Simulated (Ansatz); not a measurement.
# Li10: the cost of one run

The runs use Ansatz 0.2.0, Gaussian basis; the settings change from run to run.

## Step 1: The relaxed structure

An earlier PBE0 in a triple-zeta def2 set relaxation fixed the geometry.

10 atoms, charge 1, spin multiplicity 2.

Atoms are counted from 1 here; the program's logs count them from 0.

Bond lengths: Li1–Li8 2.725 Å, Li2–Li8 2.780 Å, Li3–Li8 2.750 Å, Li4–Li8 2.724 Å, Li5–Li8 2.780 Å, Li6–Li8 2.765 Å, Li7–Li8 2.750 Å, Li8–Li9 2.728 Å, Li8–Li10 2.724 Å. Angles: Li1–Li8–Li2 68.2°, Li1–Li8–Li3 69.0°, Li1–Li8–Li4 144.5°, Li1–Li8–Li5 135.9°, Li1–Li8–Li6 72.2°, Li1–Li8–Li7 136.7°, Li1–Li8–Li9 86.3°, Li1–Li8–Li10 83.1°, Li2–Li8–Li3 69.8°, Li2–Li8–Li4 136.0°, Li2–Li8–Li5 110.6°, Li2–Li8–Li6 124.6°, Li2–Li8–Li7 69.8°, Li2–Li8–Li9 68.2°, Li2–Li8–Li10 136.0°, Li3–Li8–Li4 136.7°, Li3–Li8–Li5 69.8°, Li3–Li8–Li6 127.4° and more.

## Step 2: r2SCAN50/def2-TZVP

Options: atoms shaken by 0.03 Å.

in.yaml reads:

```yaml
crystal:
  periodic: [false, false, false]
  atoms:
    - {symbol: Li, position_ang: [-1.048295, 1.638779, -1.894870]}
    - {symbol: Li, position_ang: [1.121187, 2.477890, 0.152177]}
    - {symbol: Li, position_ang: [-1.840414, 1.703706, 1.124890]}
    - {symbol: Li, position_ang: [0.908231, -2.558206, 0.398773]}
    - {symbol: Li, position_ang: [-0.753313, -0.971133, 2.474147]}
    - {symbol: Li, position_ang: [-0.312560, -1.401505, -2.392069]}
    - {symbol: Li, position_ang: [2.162741, -0.025881, 1.624590]}
    - {symbol: Li, position_ang: [-0.046622, 0.008498, -0.034955]}
    - {symbol: Li, position_ang: [2.365366, 0.268545, -1.461764]}
    - {symbol: Li, position_ang: [-2.517199, -1.126895, -0.048428]}
basis:
  gaussian: {orbitals: def2-TZVP}
total_charge: 1
magnetization: {spin_polarized: true, initial_magnetization: 1}
hamiltonian: {xc: {name: r2SCAN50}}
output: {forces: true}
```

On the command line:

```bash
ansatz run in.yaml --threads 4 --pin off --events-out ev --progress --plain --max-ram 3916MiB
```

Q: Estimate wall time and peak memory on 4 threads of Intel Xeon Platinum 8488C, shared host.

About 14 s, with a peak of 0.57 GiB.
